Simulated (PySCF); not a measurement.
**KP⁺: spin, charge, geometry and surroundings**

One physical setting of the base script is moved in each run, with the edits that it forces.

Program: PySCF 2.14.0. Level of theory: method and basis as typed in the scripts. These are calculated values, not measurements.

## Step 1: Where the work starts

KP⁺: 2 atoms, charge 1, spin multiplicity 2.

Bond lengths: K1–P2 3.576 Å.

## Step 2: Base script

Input file input.py:

```python
from pyscf import gto, scf
from pyscf.prop.polarizability import uhf as pol

mol = gto.M(
    atom='K 0 0 0; P 0 0 3.576',
    basis='def2-svp',
    charge=1,
    spin=1,
    verbose=3,
)
mf = scf.UHF(mol)
mf.kernel()
print('polarizability (a.u.)')
print(pol.Polarizability(mf).polarizability().round(4))
mf.dip_moment()
print('orbital energies (hartree):', [e[max(0, n-3):n+3].round(4) for e, n in zip(mf.mo_energy, mol.nelec)])
```

Launch:

```bash
> OMP_NUM_THREADS=1 python input.py
```

The log of this run is left out.

Base result: E(SCF) = -939.455923 Eh, ⟨S²⟩ = 0.758, α(xx, yy, zz) = 20.3, 19.4, 31.9 bohr³.

The bond length is a typed value, not an optimised one. The dipole of an ion depends on the origin.

## Step 3: Bond 2.861 Å

Run 1 changes bond length: 3.576 Å → 2.861 Å.

Input file input.py:

```python
from pyscf import gto, scf
from pyscf.prop.polarizability import uhf as pol

mol = gto.M(
    atom='K 0 0 0; P 0 0 2.861',
    basis='def2-svp',
    charge=1,
    spin=1,
    verbose=3,
)
mf = scf.UHF(mol)
mf.kernel()
print('polarizability (a.u.)')
print(pol.Polarizability(mf).polarizability().round(4))
mf.dip_moment()
print('orbital energies (hartree):', [e[max(0, n-3):n+3].round(4) for e, n in zip(mf.mo_energy, mol.nelec)])
```

Launch:

```bash
> OMP_NUM_THREADS=1 python input.py
```

## Step 4: Lengths in bohr

Run 2 changes length unit: angstrom → bohr; bond length: 3.576 Å → 3.576 bohr.

input.py: that of step 2 with these lines changed.

```diff
@@ -8,2 +8,3 @@
     spin=1,
+    unit='bohr',
     verbose=3,
```

## Step 5: Quartet

Run 3 changes spin (2S): 1 → 3.

input.py: that of step 2 with these lines changed.

```diff
@@ -7,3 +7,3 @@
     charge=1,
-    spin=1,
+    spin=3,
     verbose=3,
```

## Step 6: Charge +3

Run 4 changes charge: 1 → 3.

input.py: that of step 2 with these lines changed.

```diff
@@ -6,3 +6,3 @@
     basis='def2-svp',
-    charge=1,
+    charge=3,
     spin=1,
```

## Step 7: Bond 3.683 Å

Run 5 changes bond length: 3.576 Å → 3.683 Å.

input.py: that of step 2 with these lines changed.

```diff
@@ -4,3 +4,3 @@
 mol = gto.M(
-    atom='K 0 0 0; P 0 0 3.576',
+    atom='K 0 0 0; P 0 0 3.683',
     basis='def2-svp',
```

What does the calculation give? Wanted: for each run, E(SCF); from base; gap, α spin; after the SCF.

As calculated:

```csv
run,E(SCF) (hartree),from base (eV),"gap, α spin (eV)",after the SCF
base,-939.455923,0,8.27,mean α 23.9 bohr³
bond 2.861 Å,-939.437383,+0.5045,8.21,mean α 21.6 bohr³
lengths in bohr (poor choice),-939.249784,not comparable,10.34,mean α 21.5 bohr³
quartet,-939.532908,-2.0949,11.00,mean α 21.5 bohr³
charge +3,-938.174052,+34.8815,11.37,mean α 13.3 bohr³
bond 3.683 Å,-939.455838,+0.0023,8.26,mean α 24.1 bohr³
```

The largest comparable shift of the SCF energy, -2.095 eV, comes with the run “quartet”. The quartet solution found lies 2.09 eV below the base doublet at this geometry and level, so the base is not the lowest spin state. Rows marked «poor choice» come from settings spoiled on purpose.
